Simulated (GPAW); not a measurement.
# Ti3S2 (R32) in GPAW: a series of runs

Aim: see how the results for Ti3S2 move with the level of theory and the settings. Levels: LDA, PBE. Tasks: single point.

Program: GPAW 26.7.0. These are calculated values, not measurements. Logs are shortened: lines on timing, memory, paths and dates and some standing lists are left out, and cuts for length are marked. The log counts tension as positive stress, the text compression.

### Step 1. Starting point

Symmetry: R32, No. 155, trigonal system. Conventional cell: a = 5.426 Å, b = 5.426 Å, c = 9.713 Å, α = 90.00°, β = 90.00°, γ = 120.00°. Around Ti (site symmetry 2) lie 4 S at 2.42 to 2.44 Å. S (site symmetry 3) has 6 Ti at 2.42 to 2.44 Å as nearest neighbours.

The cell comes from a database or a generator and needn't be the stable form of this composition.

### Step 2. Single point, LDA

The input, run.py:

```python
from ase import Atoms
from ase.dft.bandgap import bandgap
from ase.io import write
from ase.units import GPa
from gpaw import GPAW, PW

atoms = Atoms(['Ti', 'Ti', 'Ti', 'S', 'S'],
              cell=[[2.7131139241, 1.5664170544, 3.2376184047],
                    [-2.7131139241, 1.5664170544, 3.2376184047],
                    [0.0, -3.1328341088, 3.2376184047]],
              scaled_positions=[[0.0, 0.335655, 0.664345],
                                [0.664345, 0.0, 0.335655],
                                [0.335655, 0.664345, 0.0],
                                [0.167839, 0.167839, 0.167839],
                                [0.832161, 0.832161, 0.832161]],
              pbc=True)

calc = GPAW(mode=PW(450),
            xc='LDA',
            kpts={'size': (5, 5, 5), 'gamma': True},
            occupations={'name': 'fermi-dirac', 'width': 0.05},
            nbands=44,
            maxiter=120,
            txt='gpaw.txt')
atoms.calc = calc
energy = atoms.get_potential_energy()
forces = atoms.get_forces()
stress = atoms.get_stress()
calc.write('gs.gpw')
write('result.traj', atoms)
print(f'Energy: {energy:.6f} eV')
print('Forces (eV/A):')
print(forces.round(4))
print('Stress (GPa):', (stress / GPa).round(3))
print('Fermi level:', round(calc.get_fermi_level(), 4), 'eV')
print(f'Gap: {bandgap(calc)[0]:.4f} eV, direct: {bandgap(calc, direct=True)[0]:.4f} eV')
```

Potentials or basis: the program's PAW data sets (release 1.2.1) made for this functional, pw.

Started as:

```console
> OMP_NUM_THREADS=1 python run.py
```

gpaw.txt:

```text
__  _  _
 | _ |_)|_||  |
 |__||  | ||/\| - 26.7.0

Input parameters:
  mode=PW(ecut=450.00000000000006),
  kpts=MonkhorstPack(size=(5, 5, 5), gamma=True),
  maxiter=120,
  nbands=44,
  occupations=Occupations(name='fermi-dirac', width=0.05),
  xc=XC(name='LDA')

Diagonalizing LCAO Hamiltonian
Converting LCAO to pw mode

          S

         Ti
       Ti     Ti

          S

Atoms  # Å, Bohr magnetons
|   | symbol |         x |         y |        z |    initial magnetic moments |
|---|--------|-----------|-----------|----------|-----------------------------|
| 0 |     Ti | -0.910670 | -1.555507 | 3.237618 | ( 0.0000,  0.0000,  0.0000) |
| 1 |     Ti |  1.802444 | -0.010910 | 3.237618 | ( 0.0000,  0.0000,  0.0000) |
| 2 |     Ti | -0.891773 |  1.566417 | 3.237618 | ( 0.0000,  0.0000,  0.0000) |
| 3 |      S |  0.000000 | -0.000000 | 1.630196 | ( 0.0000,  0.0000,  0.0000) |
| 4 |      S | -0.000000 | -0.000000 | 8.082659 | ( 0.0000,  0.0000,  0.0000) |

Unit cell  # Å
| periodic |         x |         y |        z |  lengths |    angles |
|----------|-----------|-----------|----------|----------|-----------|
|      yes |  2.713114 |  1.566417 | 3.237618 | 4.505199 | 74.057886 |
|      yes | -2.713114 |  1.566417 | 3.237618 | 4.505199 | 74.057886 |
|      yes |  0.000000 | -3.132834 | 3.237618 | 4.505199 | 74.057886 |

Number of symmetries: 6
Symmetry operations  # r_c * U_cc + t_c -> r_c
|   | kind |            matrix            |
|---|------|------------------------------|
| 0 |  E   |  1, 0, 0,  0, 1, 0,  0, 0, 1 |
| 1 |  C3  |  0, 1, 0,  0, 0, 1,  1, 0, 0 |
| 2 |  C3  |  0, 0, 1,  1, 0, 0,  0, 1, 0 |
| 3 |  C2  |  0, 0,-1,  0,-1, 0, -1, 0, 0 |
| 4 |  C2  |  0,-1, 0, -1, 0, 0,  0, 0,-1 |
| 5 |  C2  | -1, 0, 0,  0, 0,-1,  0,-1, 0 |

BZ-sampling:
  Number of BZ points: 125
  Number of IBZ points: 19

  Monkhorst-Pack size: [5, 5, 5]
  Monkhorst-Pack shift: [0, 0, 0]

K-points  # in reciprocal-cell coordinates
|     |                                coordinates |     weight |
|-----|--------------------------------------------|------------|
|   0 | (  0.00000000,   0.00000000,   0.00000000) | 0.00800000 |
|   1 | (  0.20000000,   0.00000000,  -0.20000000) | 0.04800000 |
|   2 | (  0.20000000,   0.00000000,   0.00000000) | 0.04800000 |
|   3 | (  0.20000000,   0.20000000,  -0.20000000) | 0.04800000 |
|   4 | (  0.20000000,   0.20000000,   0.00000000) | 0.04800000 |
|   5 | (  0.20000000,   0.20000000,   0.20000000) | 0.01600000 |
|   6 | (  0.40000000,  -0.20000000,  -0.20000000) | 0.04800000 |
|   7 | (  0.40000000,   0.00000000,  -0.40000000) | 0.04800000 |
|   8 | (  0.40000000,   0.00000000,  -0.20000000) | 0.09600000 |
|   9 | (  0.40000000,   0.00000000,   0.00000000) | 0.04800000 |
| ... |                                            |            |
|  18 | (  0.40000000,   0.40000000,   0.40000000) | 0.01600000 |

Plane wave coefficients: 1805
Cutoff: 450.00000000000006 eV

Spin-components: 1 (collinear spins)
Bands:           44
Projectors:      28
Spin-degeneracy: 2
Datatype:        complex128

Parallelization:
  kpt:    1
  domain: 1
  band:   1

Density:
  Valence electrons: 48.0
  Components: 1
  Grid points: [24 24 24]
  Charge: 0.0  # |e|

Potential:
  Grid points: [24 24 24]

species:
  Ti:
    name:    Titanium
    Z:       22.0
    valence: 12
    core:    10
    charge:  0.0  # [|e|]
    compensation charges:
      type: gauss
      rc: 0.38  # [Å]
      lmax: 2
    cutoffs:
      filter: 2.23  # [Å]
      core: 1.02  # [Å]
    projectors
    | kind |    occ | energy [eV] | rcut [Å] |
    |------|--------|-------------|----------|
    |   3s |  2.000 |     -62.257 |    1.270 |
    |   4s |  2.000 |      -4.593 |    1.270 |
    |   3p |  6.000 |     -38.791 |    1.058 |
    |   4p |  0.000 |      -1.536 |    1.058 |
    |   3d |  2.000 |      -4.463 |    1.058 |
    |    d |        |      22.748 |    1.058 |

    Using partial waves for Ti as LCAO basis

  S:
    name:    Sulfur
    Z:       16.0
    valence: 6
    core:    10
    charge:  0.0  # [|e|]
    compensation charges:
      type: gauss
      rc: 0.24  # [Å]
      lmax: 2
    cutoffs:
      filter: 1.77  # [Å]
      core: 1.66  # [Å]
    projectors
    | kind |    occ | energy [eV] | rcut [Å] |
    |------|--------|-------------|----------|
    |   3s |  2.000 |     -17.278 |    0.974 |
    |   3p |  4.000 |      -7.106 |    0.979 |
    |    s |        |       9.933 |    0.974 |
    |    p |        |      20.105 |    0.979 |
    |    d |        |       0.000 |    0.900 |

    Using partial waves for S as LCAO basis

Reference energy: -91171.015065  # eV

eigensolver:
  PPCG
  Converge bands: occupied
  niter=2

density mixing:
  MSR1-Mixer
  Pratt-step length: 0.05
  Maximum mixing coefficient: 0.75
  Old densities: 10
  SVD Regularization: 0.005
  Good broyden scale: 1.0
  Trust region scale: 1.0
  Backstep threshold: 4.0
  History deletion threshold: 6.0
  Fourier metric: weight=20.0, sigma=0.015

occupation numbers:
  Fermi-Dirac:
    width: 0.0500  # eV

poisson solver:
  ecut: 3600.0000000000005  # eV

xc functional:
  name: None

convergence criteria:
- Maximum [total energy] change in last 3 cyles: 0.0005 eV / valence electron
- Maximum integral of absolute [dens]ity change: 0.0001 electrons / valence electron
- Maximum integral of absolute [eigenst]ate change: 4e-08 eV^2 / valence electron
maximum number of iterations: 120

SCF iterations
|iter     | |      energy | eigst |  dens |
|---------|-|-------------|-------|-------|
|iter:   1| |  -37.218624 | +0.29 |       |
|iter:   2| |  -37.369933 | -1.39 | -1.37 |
|iter:   3| |-511285.167376 | +5.34 | -1.37 |
|iter:   4| |    9.002406 | +1.77 | +1.35 |
|iter:   5| |  -29.909952 | +1.29 | -0.44 |
|iter:   6| |  -37.284882 | -0.24 | -1.06 |
|iter:   7| |  -37.202942 | -2.00 | -1.59 |
|iter:   8| |  -37.070998 | -2.05 | -1.71 |
|iter:   9| |  -37.091434 | -2.90 | -2.30 |
|iter:  10| |  -37.084780c| -4.08 | -2.12 |
|iter:  11| |  -37.071595c| -3.60 | -2.19 |
|iter:  12| |  -37.068364c| -4.04 | -2.49 |
|iter:  13| |  -37.067671c| -4.72 | -2.82 |
|iter:  14| |  -37.067533c| -5.31 | -3.17 |
|iter:  15| |  -37.067518c| -6.08 | -3.59 |
|iter:  16| |  -37.067519c| -6.58 | -4.01c|
|iter:  17| |  -37.067520c| -7.74c| -5.53c|

Converged in 17 steps
Energy contributions relative to reference atoms: (reference = -91171.015065)

Energy contributions:
  Kinetic:          27.740822
  Coulomb:         -25.325363
  Zero:             -0.220087
  External:          0.000000
  Xc:              -39.253861
  Entropy:          -0.018063
  Spinorbit:         0.000000
  ----------------------------
  Free energy:     -37.076551
  Extrapolated:    -37.067520

dipole moment: (17.292317, 9.983724, -10.317649)  # |e|*Ang

Fermi level: 8.597
Eigenvalues  # (at kpt = [0.000, 0.000, 0.000])
| band index |      eig [eV] | occ [0-2] |
|------------|---------------|-----------|
|          0 |       -47.787 |     2.000 |
|        ... |               |           |
|         16 |         2.983 |     2.000 |
|         17 |         4.449 |     2.000 |
|         18 |         4.730 |     2.000 |
|         19 |         4.730 |     2.000 |
|         20 |         6.479 |     2.000 |
|         21 |         7.185 |     2.000 |
[... 8 lines left out ...]
|         30 |        11.031 |     0.000 |
|         31 |        11.395 |     0.000 |
|        ... |               |           |
|         43 |        19.343 |     0.000 |

No gap
No difference between direct/indirect transitions

Forces  # eV/Ang
|        x |        y |        z |
|----------|----------|----------|
|  0.04209 | -0.07290 | -0.00000 |  # Ti   0
|  0.04209 |  0.07290 |  0.00000 |  # Ti   1
| -0.08418 | -0.00000 |  0.00000 |  # Ti   2
| -0.00000 |  0.00000 |  0.06008 |  # S    3
|  0.00000 |  0.00000 | -0.06008 |  # S    4

Stress tensor  # eV/Ang^3
|        x |         y |         z |
|----------|-----------|-----------|
| 0.045583 |  0.000000 |  0.000000 |
| 0.000000 |  0.045583 | -0.000000 |
| 0.000000 | -0.000000 |  0.053294 |

# Writing to gs.gpw (mode='')
```

Wall time 72 s (1 thread of Intel Xeon Platinum 8175M at 2.50GHz (Skylake/Cascade Lake), shared host); peak memory 0.19 GiB.

What came out:

* Free energy: -37.0766 eV
* Pressure: -7.7 GPa
* Largest force: 0.084 eV/Å
* Band gap on the k mesh: none (metal or under the smearing width)

Forces on the atoms (eV/Å):
```
Ti   0.042 -0.073  0.000
Ti   0.042  0.073  0.000
Ti  -0.084  0.000  0.000
S    0.000  0.000  0.060
S    0.000  0.000 -0.060
```

Caveat: the cutoff is short for stress and forces, so pressures can be off by a GPa or more.

### Step 3. Single point, PBE

run.py, as its differences from that of step 2:

```diff
@@ -18,3 +18,3 @@
 calc = GPAW(mode=PW(450),
-            xc='LDA',
+            xc='PBE',
             kpts={'size': (5, 5, 5), 'gamma': True},
```

Potentials or basis: GPAW PAW data sets (gpaw-data 1.2.1), pw.

Started as:

```console
> OMP_NUM_THREADS=1 python run.py
```

gpaw.txt:

```text
__  _  _
 | _ |_)|_||  |
 |__||  | ||/\| - 26.7.0

Input parameters:
  mode=PW(ecut=450.00000000000006),
  kpts=MonkhorstPack(size=(5, 5, 5), gamma=True),
  maxiter=120,
  nbands=44,
  occupations=Occupations(name='fermi-dirac', width=0.05),
  xc=XC(name='PBE')

Diagonalizing LCAO Hamiltonian
Converting LCAO to pw mode

          S

         Ti
       Ti     Ti

          S

Atoms  # Å, Bohr magnetons
|   | symbol |         x |         y |        z |    initial magnetic moments |
|---|--------|-----------|-----------|----------|-----------------------------|
| 0 |     Ti | -0.910670 | -1.555507 | 3.237618 | ( 0.0000,  0.0000,  0.0000) |
| 1 |     Ti |  1.802444 | -0.010910 | 3.237618 | ( 0.0000,  0.0000,  0.0000) |
| 2 |     Ti | -0.891773 |  1.566417 | 3.237618 | ( 0.0000,  0.0000,  0.0000) |
| 3 |      S |  0.000000 | -0.000000 | 1.630196 | ( 0.0000,  0.0000,  0.0000) |
| 4 |      S | -0.000000 | -0.000000 | 8.082659 | ( 0.0000,  0.0000,  0.0000) |

Unit cell  # Å
| periodic |         x |         y |        z |  lengths |    angles |
[... 174 lines left out ...]
  Zero:             -0.138002
  External:          0.000000
  Xc:              -35.499837
  Entropy:          -0.016745
  Spinorbit:         0.000000
  ----------------------------
  Free energy:     -32.861917
  Extrapolated:    -32.853544

dipole moment: (17.218083, 9.940865, -10.273356)  # |e|*Ang

Fermi level: 8.900
Eigenvalues  # (at kpt = [0.000, 0.000, 0.000])
| band index |      eig [eV] | occ [0-2] |
|------------|---------------|-----------|
|          0 |       -48.086 |     2.000 |
|        ... |               |           |
|         16 |         3.220 |     2.000 |
|         17 |         4.682 |     2.000 |
|         18 |         4.972 |     2.000 |
|         19 |         4.972 |     2.000 |
|         20 |         6.758 |     2.000 |
|         21 |         7.492 |     2.000 |
[... 8 lines left out ...]
|         30 |        11.315 |     0.000 |
|         31 |        11.731 |     0.000 |
|        ... |               |           |
|         43 |        17.702 |     0.000 |

No gap
No difference between direct/indirect transitions

Forces  # eV/Ang
|        x |        y |        z |
|----------|----------|----------|
| -0.02032 |  0.03519 | -0.00000 |  # Ti   0
| -0.02032 | -0.03519 | -0.00000 |  # Ti   1
|  0.04064 |  0.00000 |  0.00000 |  # Ti   2
| -0.00000 |  0.00000 |  0.03919 |  # S    3
| -0.00000 |  0.00000 | -0.03919 |  # S    4

Stress tensor  # eV/Ang^3
|         x |         y |         z |
|-----------|-----------|-----------|
| -0.002660 |  0.000000 |  0.000000 |
|  0.000000 | -0.002660 | -0.000000 |
|  0.000000 | -0.000000 | -0.001916 |

# Writing to gs.gpw (mode='')
```

stdout:

```text
Energy: -32.853544 eV
Forces (eV/A):
[[-0.0203  0.0352 -0.    ]
 [-0.0203 -0.0352 -0.    ]
 [ 0.0406  0.      0.    ]
 [-0.      0.      0.0392]
 [-0.      0.     -0.0392]]
Stress (GPa): [-0.426 -0.426 -0.307 -0.     0.     0.   ]
Fermi level: 8.8997 eV
Gap: 0.0000 eV, direct: 0.0000 eV
```

Run time: 74 s. Hardware: 1 thread of Intel Xeon Platinum 8175M at 2.50GHz (Skylake/Cascade Lake), shared host; peak memory 0.19 GiB.

Results:

- Free energy: -32.8619 eV
- Pressure: 0.4 GPa
- Largest force: 0.041 eV/Å
- Band gap on the k mesh: none (metal or under the smearing width)

Forces on the atoms (eV/Å):
```
Ti  -0.020  0.035  0.000
Ti  -0.020 -0.035  0.000
Ti   0.041  0.000  0.000
S    0.000  0.000  0.039
S    0.000  0.000 -0.039
```

Caveat: the cutoff is short for stress and forces, so pressures can be off by a GPa or more.
